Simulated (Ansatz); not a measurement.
# YS+ (triplet): from Hartree-Fock to the top rungs, def2-TZVPP

An exercise on one series of results from a longer session: the logs are not shown, and one member is left open.

Method: def2-TZVPP, core rule «outside noble gas», up to 9 orbitals frozen; program: Ansatz 0.2.0, Gaussian basis.

Plan: UHF; CCSD(T) on ROHF; CCSD(T) on UHF; CCSDT(Q) on ROHF; CCSDT(Q) on UHF.

13 further runs of the same task are left out: 10 for a known fault of the program, 3 set aside as unsound or not needed.

**The system**

The geometry is a PBE0/def2-TZVP stationary point (not a proven minimum) of the parent state, kept for this charge and spin. No spin-orbit coupling is included. Elements past krypton take def2 core potentials.

2 atoms, charge 1, spin multiplicity 3.

Atoms are counted from 1 here; the program's logs count them from 0.

Bond lengths: Y1–S2 2.552 Å.

As a file:

```
atom   x (Å)   y (Å)   z (Å)
  Y1  0.0000  0.0000  0.0000
  S2  0.0000  0.0000  2.5522
```

Set-up of the first run:

in.yaml

```yaml
crystal:
  periodic: [false, false, false]
  atoms:
    - {symbol: Y, position_ang: [0.000000, 0.000000, 0.000000]}
    - {symbol: S, position_ang: [0.000000, 0.000000, 2.552200]}
basis:
  gaussian: {orbitals: def2-TZVPP}
total_charge: 1
magnetization: {spin_polarized: true, initial_magnetization: 2}
hamiltonian: {xc: hf}
output: {orbitals: {seedname: orbitals}}
```

Command:

```console
> ansatz run in.yaml --threads 1 --pin off --events-out ev --progress --plain --max-ram 2560MiB --backend cpu
```

Among the steps run: UHF; CCSD(T) on ROHF; CCSD(T) on UHF; CCSDT(Q) on ROHF; CCSDT(Q) on UHF.

One of the session's tables, all rows but one given; the rest of the session is left out.

It belongs to the step «Misses and costs». 

| method | from RCCSDT(Q) (kJ/mol) |
| --- | --- |
| ROHF | +531.5 |
| UHF | ? |
| RMP2 | +85.7 |
| UMP2 | +86.8 |
| RCCSD | +31.6 |
| UCCSD | +29.4 |
| RCCSD(T) | +4.8 |
| UCCSD(T) | +3.3 |
| RCCSDT | +1.7 |
| UCCSDT | 0.0 |
| RCCSDT(Q) | 0 |
| UCCSDT(Q) | -2.0 |

Estimate the missing values for UHF.

**Answer.** from RCCSDT(Q) (kJ/mol): +517.1. In the column «from RCCSDT(Q) (kJ/mol)» it lies between UMP2 (+86.8) and ROHF (+531.5).

To keep in mind: Restricted and unrestricted rows rest on different reference determinants; where their highest levels disagree by more than a few hundredths of an eV, they describe different states and don't form one ladder.
